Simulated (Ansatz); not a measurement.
**BGeH₅+ (quartet): wave-function methods side by side, cc-pVTZ**

The task here is to estimate one member of a computed series from the others.

The runs use Ansatz 0.2.0, Gaussian basis; cc-pVTZ, core rule «outside noble gas», up to 15 orbitals frozen.

Plan: UHF; CCSD(T) on ROHF; CCSD(T) on UHF; BCCD(T) on ROHF; CCSDT(Q) on ROHF; CCSDT(Q) on UHF.

4 further runs of the same task are left out: 4 set aside as unsound or not needed.

### The system

The geometry is a PBE0/def2-TZVP stationary point (not a proven minimum) of the parent state, kept for this charge and spin. No spin-orbit coupling is included. The filled d shell of Ge may be among the frozen orbitals whatever the setting's name suggests; the logs give the count.

7 atoms, charge 1, spin multiplicity 4.

Atoms are counted from 1 here; the program's logs count them from 0.

Bond lengths: Ge1–B2 2.205 Å, Ge1–H3 1.535 Å, Ge1–H4 1.535 Å, Ge1–H5 1.537 Å, B2–H6 1.202 Å, B2–H7 1.202 Å. Angles: B2–Ge1–H3 104.9°, B2–Ge1–H4 104.9°, B2–Ge1–H5 109.6°, H3–Ge1–H4 113.2°, H3–Ge1–H5 111.8°, H4–Ge1–H5 111.8°, Ge1–B2–H6 91.6°, Ge1–B2–H7 91.6°, H6–B2–H7 131.7°.

Set-up of the first run:

The input, in.yaml:

```yaml
crystal:
  periodic: [false, false, false]
  atoms:
    - {symbol: Ge, position_ang: [-0.009150, 0.000000, 0.305594]}
    - {symbol: B, position_ang: [0.133797, 0.000000, -1.895159]}
    - {symbol: H, position_ang: [0.709968, -1.282092, 0.749236]}
    - {symbol: H, position_ang: [0.709968, 1.282092, 0.749236]}
    - {symbol: H, position_ang: [-1.487565, 0.000000, 0.727212]}
    - {symbol: H, position_ang: [-0.354021, -1.096997, -1.961000]}
    - {symbol: H, position_ang: [-0.354021, 1.096997, -1.961000]}
basis:
  gaussian: {orbitals: cc-pVTZ}
total_charge: 1
magnetization: {spin_polarized: true, initial_magnetization: 3}
hamiltonian: {xc: hf}
output: {orbitals: {seedname: orbitals}}
```

Command:

```
$ ansatz run in.yaml --threads 1 --pin off --events-out ev --progress --plain --max-ram 4096MiB --backend cpu
```

Among the steps run: UHF; CCSD(T) on ROHF; CCSD(T) on UHF; BCCD(T) on ROHF; CCSDT(Q) on ROHF; CCSDT(Q) on UHF.

One table of the session follows, with a row left open; its other results are not shown here.

It belongs to the step «Misses and costs». 

| method | from RCCSDT(Q) (kJ/mol) |
| --- | --- |
| ROHF | ? |
| UHF | +654.0 |
| RMP2 | +149.7 |
| UMP2 | +151.4 |
| RCCSD | +34.6 |
| UCCSD | +34.0 |
| RCCSD(T) | +8.0 |
| UCCSD(T) | +7.9 |
| BCCD(T) | +6.7 |
| RCCSDT | +1.6 |
| UCCSDT | +1.3 |
| RCCSDT(Q) | 0 |
| UCCSDT(Q) | -0.6 |

Estimate the missing values for ROHF.

As computed: from RCCSDT(Q) (kJ/mol): +668.1. In the column «from RCCSDT(Q) (kJ/mol)» it is the highest.

Limits of these values: Restricted and unrestricted rows rest on different reference determinants; where their highest levels disagree by more than a few hundredths of an eV, they describe different states and don't form one ladder.
